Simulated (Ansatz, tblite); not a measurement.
# The cluster Y2F6: rung by rung

Aim: run the singlet of the cluster Y2F6 at one geometry on many levels, and compare frontier levels, spin and run time.

Computed with Ansatz 0.2.0, Gaussian basis. Level: as each input shows.

Levels to be run: GFN1-xTB, GFN2-xTB, PBE-D4/def2-TZVP, r2SCAN-D4/def2-TZVP, HF/def2-TZVP, BLYP-D4/def2-TZVP, B2PLYP/def2-TZVP, PBE-D4/def2-SVP, PBE0-D4/def2-SVP, CCSD(T)/def2-SVP, MP2/def2-TZVP.

6 further runs of the same task are left out: 6 set aside as unsound or not needed. Runs told in other sessions of the task aren't counted.

**1. The geometry**

The singlet was relaxed beforehand with PBE0-D4/def2-SVP. At that level it is the lowest of the isomers that a small search found.

8 atoms, charge 0, spin multiplicity 1.

Bond lengths: Y1–F3 2.186 Å, Y1–F4 2.186 Å, Y1–F5 1.986 Å, Y1–F7 1.986 Å, Y2–F3 2.186 Å, Y2–F4 2.186 Å, Y2–F6 1.986 Å, Y2–F8 1.986 Å. Angles: F3–Y1–F4 73.1°, F3–Y1–F5 114.7°, F3–Y1–F7 114.6°, F4–Y1–F5 114.7°, F4–Y1–F7 114.6°, F5–Y1–F7 117.4°, F3–Y2–F4 73.1°, F3–Y2–F6 114.7°, F3–Y2–F8 114.6°, F4–Y2–F6 114.7°, F4–Y2–F8 114.6°, F6–Y2–F8 117.4°, Y1–F3–Y2 106.9°, Y1–F4–Y2 106.9°.

Y takes a core potential in the def2 sets. No spin-orbit coupling is included.

PBE0-D4/def2-TZVP was run before; its log isn't repeated, and its numbers join the tables.

**2. GFN1-xTB**

Tight binding, by tblite at 300 K electronic temperature and without a spin-polarisation term:

```python
tblite.interface.Calculator('GFN1-xTB', numbers, positions, charge=0, uhf=0).singlepoint()
```

Energy -901.9622 eV, HOMO -14.23 eV, LUMO -11.33 eV; 0.006 s.

**3. GFN2-xTB**

Tight binding, by tblite at 300 K electronic temperature and without a spin-polarisation term:

```python
tblite.interface.Calculator('GFN2-xTB', numbers, positions, charge=0, uhf=0).singlepoint()
```

Energy -850.1769 eV, HOMO -14.67 eV, LUMO -12.82 eV; 0.004 s.

**4. PBE-D4/def2-TZVP**

start.molden holds the orbitals of an earlier run on this state, given as this run's starting guess.

The input, in.yaml:

```yaml
crystal:
  periodic: [false, false, false]
  atoms:
    - {symbol: Y, position_ang: [1.433582, -0.819544, 0.597420]}
    - {symbol: Y, position_ang: [-1.433137, 0.819545, -0.598477]}
    - {symbol: F, position_ang: [0.597657, 1.147901, 0.140731]}
    - {symbol: F, position_ang: [-0.595584, -1.148174, -0.146073]}
    - {symbol: F, position_ang: [2.874317, -1.415326, -0.632580]}
    - {symbol: F, position_ang: [-1.681449, 1.190691, -2.533449]}
    - {symbol: F, position_ang: [1.674722, -1.185507, 2.534227]}
    - {symbol: F, position_ang: [-2.870097, 1.410415, 0.638211]}
basis:
  gaussian: {orbitals: def2-TZVP, initial_orbitals: start.molden}
hamiltonian: {xc: pbe, dispersion: d4}
scf: {omitted_lower_state_checks: [starts]}
output: {forces: true, orbitals: {seedname: orbitals}}
```

Run with:

```bash
$ ansatz run in.yaml --threads 4 --pin off --events-out ev --progress --plain --max-ram 4787MiB
```

The runs that follow: r2SCAN-D4/def2-TZVP; HF/def2-TZVP; BLYP-D4/def2-TZVP; B2PLYP/def2-TZVP; PBE-D4/def2-SVP; PBE0-D4/def2-SVP; CCSD(T)/def2-SVP; MP2/def2-TZVP.

Before running them: what should the planned runs give, taken together? Wanted: gap in def2-TZVP, named functionals and Hartree-Fock, smallest and largest; correlation energy, CCSD(T)/def2-SVP; correlation energy, MP2/def2-TZVP; PBE0 total energy, smallest basis above largest.

**Answer**, as computed:

```
                                                                  quantity                             value
gap in def2-TZVP, named functionals and Hartree-Fock, smallest and largest  6.12 eV (BLYP-D4), 16.38 eV (HF)
                                      correlation energy, CCSD(T)/def2-SVP                         -41.57 eV
                                         correlation energy, MP2/def2-TZVP                         -54.49 eV
                           PBE0 total energy, smallest basis above largest    19.99 eV (def2-SVP, def2-TZVP)
```

**Reading.** Orbital gaps of the named functionals and Hartree-Fock in def2-TZVP span 6.12 eV (BLYP-D4) to 16.38 eV (HF); exact exchange widens it.
